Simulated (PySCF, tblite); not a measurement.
# C₅H₅OS radical: geometry, infrared bands and EPR parameters

Aim: predict the infrared bands and EPR parameters of C₅H₅OS radical (`OCc1cc[c]s1`).

The runs use tblite 0.8.0 and PySCF 2.14.0, with density-fitted response routines of our own; the level of theory stands in each step. All values are computed, except where a source is named. Atoms are numbered from 0 throughout.

### 1 Starting geometry

12 atoms, charge 0, multiplicity 2; geometry from: force field or distance geometry start.

Bonds of the start (Å): O0–C1 1.37, C1–C2 1.50, C2–C3 1.34, C3–C4 1.35, C4–C5 1.37, C5–S6 1.65, S6–C2 1.75, O0–H7 0.97, C1–H8 1.13, C1–H9 1.11, C3–H10 1.11, C4–H11 1.10.

### 2 Optimising the geometry with GFN2-xTB

What the job is given:

```
{"job": {"kind": "relax", "xc": "GFN2-xTB", "basis": "xTB"}, "charge": 0, "multiplicity": 2}
O     -2.158200    -0.593900    -0.537000
C     -1.504700     0.138300     0.424900
C     -0.063800     0.303400     0.024400
C      0.928700    -0.546100     0.324800
C      2.144400    -0.202800    -0.137600
C      2.146800     0.959500    -0.861700
S      0.627000     1.602700    -0.926700
H     -2.384600    -0.084900    -1.335400
H     -1.571700    -0.427600     1.395900
H     -1.981000     1.110000     0.655000
H      0.759100    -1.466800     0.927200
H      3.059300    -0.792600     0.020200
```

Command:

```
$ OMP_NUM_THREADS=1 python probes_run.py task.json out
```

One launch serves the whole session: the jobs run in the order shown.

**Question.** This job is followed by: GFN2-xTB harmonic vibrations, gas phase; UKS B3LYP, pcH-1 on C H O S, non-relativistic, mean-field spin-orbit, GIAO. What will the session give for the following? strongest single infrared mode (GFN2-xTB); zero-point energy (GFN2-xTB); g(iso) (B3LYP); ⟨S²⟩; largest a(iso) (averaged by class); potential on the surface of density 0.002 e/bohr³, 1st and 99th percentile.

**Answer**, as computed:

```
                                                                  quantity                 value
                                 strongest single infrared mode (GFN2-xTB)  356 cm⁻¹, 147 km/mol
                                              zero-point energy (GFN2-xTB)         52.6 kcal/mol
                                                            g(iso) (B3LYP)               2.00148
                                                                      ⟨S²⟩    0.760 (exact 0.75)
                                        largest a(iso) (averaged by class)  13C on C5, 522.4 MHz
potential on the surface of density 0.002 e/bohr³, 1st and 99th percentile    -1.53 V and 1.96 V
```

What this shows: Relaxing lowered the energy by 0.399 eV in 44 steps; the close pair that moved most is C3–C4, from 1.345 to 1.426 Å. No mode is imaginary among the 30: a minimum at this level. The strongest single mode, at 356 cm⁻¹, moves mainly H7. GFN2-xTB is a fitted tight-binding method: band positions and strengths are rough. Its intensities can rank the bands wrongly. Most of the unpaired spin sits on C5 (0.99 e). The isotropic g lies 0.8 ppt below the free-electron value. These values are for one conformer; the search (at its own cheap level) found 2 more, at 0.02, 0.07 kcal/mol (those within 0.05 may be mirror or relabelled copies), and measured spectra average over such forms.
